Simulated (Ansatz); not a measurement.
Here is an Ansatz input file for CH₉BSi₃, SMILES [SiH3][Si]1([SiH3])BC1. Write the same calculation for the Python package.

```yaml
crystal:
  periodic: [false, false, false]
  atoms:
    - { symbol: Si, position_ang: [-1.8914, 0.9304, 0.2819] }
    - { symbol: Si, position_ang: [0.1773, 0.3528, -0.0422] }
    - { symbol: Si, position_ang: [1.235, -0.5474, 1.671] }
    - { symbol: B, position_ang: [0.1884, -1.0976, -1.471] }
    - { symbol: C, position_ang: [0.8617, 0.2521, -1.7015] }
    - { symbol: H, position_ang: [-2.7671, -0.2044, 0.4883] }
    - { symbol: H, position_ang: [-1.9963, 1.8572, 1.4491] }
    - { symbol: H, position_ang: [-2.378, 1.7097, -0.9283] }
    - { symbol: H, position_ang: [2.6863, -0.7132, 1.3697] }
    - { symbol: H, position_ang: [0.6714, -1.8519, 2.0283] }
    - { symbol: H, position_ang: [1.1501, 0.3424, 2.8706] }
    - { symbol: H, position_ang: [-0.2064, -2.1661, -1.8279] }
    - { symbol: H, position_ang: [0.3185, 0.94, -2.4481] }
    - { symbol: H, position_ang: [1.9374, 0.1668, -1.711] }
basis:
  gaussian:
    orbitals: "6-31G*"
hamiltonian:
  xc: b3lyp
relax:
  f_tol: 0.02
```

The script, `run_opt.py`:
```python
import logging
import sys

import ansatz as az
import numpy as np

logging.basicConfig(stream=sys.stdout, format="%(levelname)s:%(name)s:%(message)s")
logger = logging.getLogger("calc")
logger.setLevel(logging.INFO)

geometry_ang = [
    ("Si", (-1.8914, 0.9304, 0.2819)),
    ("Si", (0.1773, 0.3528, -0.0422)),
    ("Si", (1.235, -0.5474, 1.671)),
    ("B", (0.1884, -1.0976, -1.471)),
    ("C", (0.8617, 0.2521, -1.7015)),
    ("H", (-2.7671, -0.2044, 0.4883)),
    ("H", (-1.9963, 1.8572, 1.4491)),
    ("H", (-2.378, 1.7097, -0.9283)),
    ("H", (2.6863, -0.7132, 1.3697)),
    ("H", (0.6714, -1.8519, 2.0283)),
    ("H", (1.1501, 0.3424, 2.8706)),
    ("H", (-0.2064, -2.1661, -1.8279)),
    ("H", (0.3185, 0.94, -2.4481)),
    ("H", (1.9374, 0.1668, -1.711)),
]
geometry = az.Crystal.molecule()
for symbol, xyz in geometry_ang:
    geometry = geometry.atom(symbol, xyz)

job = geometry.calculation().basis(gaussian="6-31G*").functional("B3LYP")
symbols = [site.symbol for site in geometry.cartesian_sites]
start = np.array([site.position_ang for site in geometry.cartesian_sites], dtype=float)
summary = job.relax(force_tolerance=0.02).run().report
end = np.array(summary["positions_ang"])

for key in ("converged", "free_energy_ev", "reference_energy_ev", "n_frozen", "n_occupied", "n_virtual"):
    logger.info(f"{key:22s} {summary[key]}")

logger.info("final positions (A) and the move of each atom")
for symbol, xyz, old in zip(symbols, end, start):
    logger.info(f"{symbol:2s} {xyz[0]:10.5f} {xyz[1]:10.5f} {xyz[2]:10.5f}   {np.linalg.norm(xyz - old):7.4f}")
with open("ch9bsi3_opt.xyz", "w") as handle:
    handle.write(f"{len(symbols)}\nrelaxed CH9BSi3\n")
    handle.writelines(f"{s:2s} {x:11.6f} {y:11.6f} {z:11.6f}\n" for s, (x, y, z) in zip(symbols, end))
```

`python run_opt.py` gives:
```text
INFO:calc:converged              True
INFO:calc:free_energy_ev         -25491.266244914244
INFO:calc:reference_energy_ev    -25491.266244914244
INFO:calc:n_frozen               0
INFO:calc:n_occupied             [31, 31]
INFO:calc:n_virtual              [74, 74]
INFO:calc:final positions (A) and the move of each atom
INFO:calc:Si   -2.17523    0.77017    0.32902    0.3293
INFO:calc:Si   -0.16022   -0.37371   -0.07791    0.8019
INFO:calc:Si    1.28569   -0.56694    1.75408    0.0993
INFO:calc:B     0.18661   -0.97365   -1.88886    0.4359
INFO:calc:C     1.14095    0.14960   -1.64996    0.3019
INFO:calc:H    -3.03055   -0.01420    1.26420    0.8412
INFO:calc:H    -1.93907    2.10825    0.94212    0.5686
INFO:calc:H    -2.92105    0.96178   -0.94514    0.9244
INFO:calc:H     2.60194   -1.08450    1.28649    0.3897
INFO:calc:H     0.72534   -1.51499    2.75618    0.8039
INFO:calc:H     1.50610    0.73967    2.43477    0.6888
INFO:calc:H    -0.46591   -1.30863   -2.82413    1.3398
INFO:calc:H     1.19916    1.00846   -2.32317    0.8921
INFO:calc:H     2.03313    0.06948   -1.02878    0.6957
```

Reading the output:
- Total energies depend on the basis set; only differences at equal settings carry meaning.
- The end point is the stationary point reached from this start; no frequency run checks that it is a minimum, and the basis set is modest.
- b3lyp holds the VWN-RPA fit, as in Gaussian; the form of ORCA and Turbomole is b3lyp5.
- Hardware and time: 3.1 min on 1 thread of Intel(R) Xeon(R) Platinum 8488C (Sapphire Rapids), on a shared host, peak memory 0.33 GiB.

(Lines on the test bed's own set-up are left out of the output.)
